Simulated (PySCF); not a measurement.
# SnHClOF2 (SMILES [OH][Sn]([F])([F])[Cl]): a chain of runs

We compute an energy scan (PBE0-D4/LANL2DZ), then the energy along one coordinate (HF-D3(BJ)/STO-6G) of SnHClOF2. Input form: a Python script.

The results are computed with PySCF 2.14.0.

### Step 1. The structure to begin with

SnHClOF2 has 6 atoms, charge 0, and is taken as a singlet. SMILES: `[OH][Sn]([F])([F])[Cl]`. Geometry: relaxed at PBE0-D4/def2-TZVP. This is one conformer, not always the lowest.

Bond lengths: O1–Sn2 1.922 Å, Sn2–F3 1.884 Å, Sn2–F4 1.892 Å, Sn2–Cl5 2.279 Å, O1–H6 0.962 Å. Angles: O1–Sn2–F3 106.5°, O1–Sn2–F4 110.4°, O1–Sn2–Cl5 114.9°, F3–Sn2–F4 106.2°, F3–Sn2–Cl5 110.3°, F4–Sn2–Cl5 108.2°, Sn2–O1–H6 113.6°.

### Step 2. The energy along one coordinate at PBE0-D4/LANL2DZ (core potential) (run 1)

Contents of mol.xyz:

```xyz
6
ClF2HOSn
O     -0.464000     0.283900     1.476300
Sn     0.252400    -0.175700    -0.247500
F      1.982500    -0.856500     0.056700
F     -0.743300    -1.587100    -1.019700
Cl     0.329400     1.540600    -1.744400
H     -1.315000     0.730600     1.432500
```

Contents of input.py:

```python
# [OH][Sn]([F])([F])[Cl]
import numpy
from pyscf import gto, dft
from scipy.spatial.transform import Rotation

mol = gto.M(
    atom='mol.xyz',
    charge=0,
    ecp={'Sn': 'lanl2dz', 'Cl': 'lanl2dz'},
    max_memory=1860,
    verbose=3,
    basis='lanl2dz',
)

x0 = mol.atom_coords(unit='angstrom')
axis = x0[0] - x0[1]
r0 = 51.427  # dihedral 5-2-1-6 of the start, degrees
axis /= numpy.linalg.norm(axis)
dm = None
scan, good = [], []
for r in [0, 40, 80, 120, 160, 200, 240, 280, 320]:
    xyz = x0.copy()
    xyz[[0, 5]] = Rotation.from_rotvec(axis * numpy.radians(r - r0)).apply(x0[[0, 5]] - x0[0]) + x0[0]
    mol.set_geom_(xyz, unit='angstrom')
    mf = dft.RKS(mol, xc='pbe0')
    mf.disp = 'd4'
    mf.kernel(dm0=dm)
    dm = mf.make_rdm1()
    energy = mf.e_tot
    scan.append((r, energy))
    good.append(mf.converged)
    print('dihedral = %.1f deg   E = %.8f Eh   converged: %s' % (r, energy, good[-1]))

e0 = min(e for r, e in scan)
print('angle   E - Emin (kcal/mol)')
for r, e in scan:
    print('%6.3f %10.3f' % (r, (e - e0) * 627.5095))
```

Command:

```bash
$ OMP_NUM_THREADS=1 python input.py
```

The program printed:

```text
converged SCF energy = -293.709476835838
dihedral = 0.0 deg   E = -293.70947684 Eh   converged: True
converged SCF energy = -293.709842157109
dihedral = 40.0 deg   E = -293.70984216 Eh   converged: True
converged SCF energy = -293.710134911262
dihedral = 80.0 deg   E = -293.71013491 Eh   converged: True
converged SCF energy = -293.710238108134
dihedral = 120.0 deg   E = -293.71023811 Eh   converged: True
converged SCF energy = -293.710174381443
dihedral = 160.0 deg   E = -293.71017438 Eh   converged: True
converged SCF energy = -293.710457613168
dihedral = 200.0 deg   E = -293.71045761 Eh   converged: True
converged SCF energy = -293.710625518258
dihedral = 240.0 deg   E = -293.71062552 Eh   converged: True
converged SCF energy = -293.709975944785
dihedral = 280.0 deg   E = -293.70997594 Eh   converged: True
converged SCF energy = -293.709406948748
dihedral = 320.0 deg   E = -293.70940695 Eh   converged: True
angle   E - Emin (kcal/mol)
 0.000      0.721
40.000      0.492
80.000      0.308
120.000      0.243
160.000      0.283
200.000      0.105
240.000      0.000
280.000      0.408
320.000      0.765
```

Wall time 50 s (1 thread of Intel Xeon at 2.50GHz (Skylake/Cascade Lake), shared host); peak memory 0.25 GiB.

The scan, from its lowest point:

| Cl5–Sn2–O1–H6 (°) | energy (kJ/mol) |
| --- | --- |
| 0.000 | 3.0 |
| 40.000 | 2.1 |
| 80.000 | 1.3 |
| 120.000 | 1.0 |
| 160.000 | 1.2 |
| 200.000 | 0.4 |
| 240.000 | 0.0 |
| 280.000 | 1.7 |
| 320.000 | 3.2 |

### Step 3. The energy along one coordinate at HF-D3(BJ)/STO-6G (SMD ethanol) (run 2)

Contents of calc.py:

```python
import numpy
from pyscf import gto, scf, solvent
from scipy.spatial.transform import Rotation

mol = gto.Mole()
mol.atom = '''
O     -0.464000     0.283900     1.476300
Sn     0.252400    -0.175700    -0.247500
F      1.982500    -0.856500     0.056700
F     -0.743300    -1.587100    -1.019700
Cl     0.329400     1.540600    -1.744400
H     -1.315000     0.730600     1.432500
'''
mol.charge = 0
mol.basis = 'sto-6g'
mol.verbose = 3
mol.max_memory = 1860
mol.build()

x0 = mol.atom_coords(unit='angstrom')
axis = x0[0] - x0[1]
r0 = 51.427  # dihedral 5-2-1-6 of the start, degrees
axis /= numpy.linalg.norm(axis)
dm = None
scan, good = [], []
for r in [0, 40, 80, 120, 160]:
    xyz = x0.copy()
    xyz[[0, 5]] = Rotation.from_rotvec(axis * numpy.radians(r - r0)).apply(x0[[0, 5]] - x0[0]) + x0[0]
    mol.set_geom_(xyz, unit='angstrom')
    mf = scf.RHF(mol)
    mf = mf.SMD()
    mf.with_solvent.solvent = 'ethanol'
    mf.disp = 'd3bj'
    mf.kernel(dm0=dm)
    dm = mf.make_rdm1()
    energy = mf.e_tot
    scan.append((r, energy))
    good.append(mf.converged)
    print('dihedral = %.1f deg   E = %.8f Eh   converged: %s' % (r, energy, good[-1]))

e0 = min(e for r, e in scan)
print('angle   E - Emin (kcal/mol)')
for r, e in scan:
    print('%6.3f %10.3f' % (r, (e - e0) * 627.5095))
```

Command:

```bash
$ OMP_NUM_THREADS=1 python calc.py
```

The program printed:

```text
converged SCF energy = -6725.54033653918
dihedral = 0.0 deg   E = -6725.54033654 Eh   converged: True
converged SCF energy = -6725.54082399843
dihedral = 40.0 deg   E = -6725.54082400 Eh   converged: True
converged SCF energy = -6725.54073767397
dihedral = 80.0 deg   E = -6725.54073767 Eh   converged: True
```

Run time: 6.2 min. Hardware: 1 thread of Intel Xeon at 2.50GHz (Skylake/Cascade Lake), shared host.

Time ran out before the run finished.

### Step 4. Summary of results

| quantity | value |
| --- | --- |
| SMD, ethanol | no result (timeout) |

In words: 1 of the 2 runs did not end normally.
